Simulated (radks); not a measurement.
# Nuclear size and the levels of Sn⁺

Aim: how the total energy, the levels and the density at the nucleus of Sn⁺ respond when the nuclear radius is scaled.

Method: Dirac Kohn-Sham, BLYP, spin-unpolarised, spherical densities, finite nucleus; open shells fill j = l - 1/2 first. Code: radks (a radial shooting solver on a logarithmic mesh, Libxc functionals) version 1.

## 1. Starting point

| Property | Result |
| --- | --- |
| element | tin (Z = 50) |
| charge | +1 |
| electrons | 49 |
| configuration | [Kr] 4d10 5s2 5p1 |
| nuclear rms radius | 4.6519 fm |

## 2. rms radius 4.6519 fm

Settings of this run:

```text
Z 50
configuration [Kr] 4d10 5s2 5p1 6s0 4f0
relativity Dirac
functional b88,lyp
spin unpolarised
j_filling energy
nucleus finite rms 4.6519 fm
c 137.035999084
```

## 3. rms radius 3.8425 fm

Settings, as their differences from step 2:

```diff
@@ -6,3 +6,3 @@
 j_filling energy
-nucleus finite rms 4.6519 fm
+nucleus finite rms 3.8425 fm
 c 137.035999084
```

## 4. rms radius 4.4193 fm

Settings, as their differences from step 3:

```diff
@@ -6,3 +6,3 @@
 j_filling energy
-nucleus finite rms 3.8425 fm
+nucleus finite rms 4.4193 fm
 c 137.035999084
```

## 5. rms radius 4.9496 fm

Settings, as their differences from step 4:

```diff
@@ -6,3 +6,3 @@
 j_filling energy
-nucleus finite rms 4.4193 fm
+nucleus finite rms 4.9496 fm
 c 137.035999084
```

## 6. rms radius 5.3822 fm

Settings, as their differences from step 5:

```diff
@@ -6,3 +6,3 @@
 j_filling energy
-nucleus finite rms 4.9496 fm
+nucleus finite rms 5.3822 fm
 c 137.035999084
```

**Question.** What will these runs give? Wanted: for each run, rms radius; total energy shift; density at nucleus; 1s1/2 shift; 2s1/2 shift; 4p1/2 shift; 5s1/2 shift; 5p1/2 shift.

As calculated:

```csv
rms radius (fm),total energy shift (eV),density at nucleus (e/bohr³),1s1/2 shift (meV),2s1/2 shift (meV),4p1/2 shift (meV),5s1/2 shift (meV),5p1/2 shift (meV)
3.8425,-1.32,1.969e+05,-552,-63.1,0.216,-0.212,0.0526
4.4193,-0.400,1.927e+05,-168,-19.2,0.0657,-0.0643,0.0160
4.6519,0,1.912e+05,0,0,0,0,0
4.9496,0.537,1.894e+05,225,25.8,-0.0882,0.0864,-0.0215
5.3822,1.37,1.87e+05,574,65.6,-0.224,0.220,-0.0547
```

**Reading.** Shifts are against the first run. Over the range the 1s1/2 level moves by 1.13 eV and the 5p1/2 level by -0.107 meV. A larger nucleus binds the 1s electrons less and lowers the density at its centre. These are shifts of eigenvalues, not the field shifts of spectral lines.
